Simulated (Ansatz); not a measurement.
# SiCl₄ + HF: a complex and its separated parts

The complex below is one end of an elementary step. How strongly is it bound against its free parts?

Program: Ansatz 0.2.0, Gaussian basis. Level of theory: PBE0-D4/def2-TZVP structures, single points in def2-TZVPP, no counterpoise correction. These are calculated values, not measurements.

Levels: SPW92, PBE-D4, BLYP-D4, r2SCAN-D4, B97M-V, PBE0-D4, B3LYP-D4, r2SCAN0-D4, BHLYP-D4, CAM-B3LYP-D4, wB97X-V, wB97M-V, B2PLYP, PBE-QIDH, RPA on PBE, Hartree-Fock, MP2, CCSD, CCSD(T).

Cores are frozen in the correlated methods. B3LYP uses VWN-RPA correlation. B2PLYP carries no dispersion term here.

94 further runs of the same task are left out: 94 set aside as unsound or not needed.

### 1 Starting geometry

The complex: 7 atoms, charge 0, spin multiplicity 1.

Atoms are counted from 1 here; the program's logs count them from 0.

Bond lengths: Si1–Cl2 2.044 Å, Si1–Cl3 2.018 Å, Si1–Cl4 2.014 Å, Si1–Cl5 2.014 Å, H6–F7 0.925 Å. Angles: Cl2–Si1–Cl3 108.1°, Cl2–Si1–Cl4 108.9°, Cl2–Si1–Cl5 108.9°, Cl3–Si1–Cl4 110.2°, Cl3–Si1–Cl5 110.2°, Cl4–Si1–Cl5 110.5°.

Geometry (Å):

```xyz
7

Si   -0.3820   -0.7239   -0.5603
Cl    1.5943   -0.4070   -0.1474
Cl   -0.5214   -2.3474   -1.7501
Cl   -1.3661   -1.0403    1.1680
Cl   -1.1184    0.8960   -1.5033
H     1.1424    1.4835    1.1816
F     0.6512    2.1390    1.6113
```

Its parts: SiCl₄ holds atoms 1, 2, 3, 4, 5; HF holds atoms 6, 7. Each part counts its atoms afresh in its own runs.

### 2 Relaxing SiCl₄ alone

relax-a/in.yaml

```yaml
crystal:
  periodic: [false, false, false]
  atoms:
    - {symbol: Si, position_ang: [-0.381974, -0.723856, -0.560301]}
    - {symbol: Cl, position_ang: [1.594306, -0.406954, -0.147358]}
    - {symbol: Cl, position_ang: [-0.521394, -2.347368, -1.750063]}
    - {symbol: Cl, position_ang: [-1.366084, -1.040321, 1.167960]}
    - {symbol: Cl, position_ang: [-1.118421, 0.896007, -1.503280]}
basis:
  gaussian: {orbitals: def2-TZVP}
hamiltonian: {xc: pbe0, dispersion: d4}
relax: {f_tol: 0.005, max_steps: 200}
```

On the command line:

```
$ ansatz run in.yaml --threads 8 --pin off --events-out ev --progress --plain --max-ram 19148MiB
```

After this run come: Relaxing HF alone; SPW92/def2-TZVPP; PBE-D4/def2-TZVPP; BLYP-D4/def2-TZVPP; r2SCAN-D4/def2-TZVPP; B97M-V/def2-TZVPP; PBE0-D4/def2-TZVPP; B3LYP-D4/def2-TZVPP; r2SCAN0-D4/def2-TZVPP; BHLYP-D4/def2-TZVPP; CAM-B3LYP-D4/def2-TZVPP; wB97X-V/def2-TZVPP; wB97M-V/def2-TZVPP; B2PLYP/def2-TZVPP; PBE-QIDH/def2-TZVPP; RPA on PBE/def2-TZVPP; CCSD(T)/def2-TZVPP; Vibrations of SiCl₄; Vibrations of HF.

Before running it: what results should come out? Wanted: complex less parts, CCSD(T)/def2-TZVPP; with zero-point energy; largest T1 diagnostic.

**Answer**, as computed:

| quantity | value |
| --- | --- |
| complex less parts, CCSD(T)/def2-TZVPP | -7.7 kJ/mol |
| with zero-point energy | -3.9 kJ/mol |
| largest T1 diagnostic | 0.009 |

In words: At CCSD(T) the complex lies 7.7 kJ/mol below its parts. Among the functionals PBE-QIDH lands nearest to CCSD(T) (+0.8 kJ/mol) and SPW92 farthest (-12.2 kJ/mol). Mean unsigned error by rung: LDA 12.2, GGA 5.3, meta-GGA 3.3, hybrid 2.8, range-separated hybrid 3.1, double hybrid 1.0 kJ/mol. PBE-D4 gives a relative energy 5.8 kJ/mol too low, an error of 76 % of the reference. No counterpoise was applied, and triple zeta lacks some correlation, so the CCSD(T) reference has a basis error of its own, and close matches with it are partly luck.
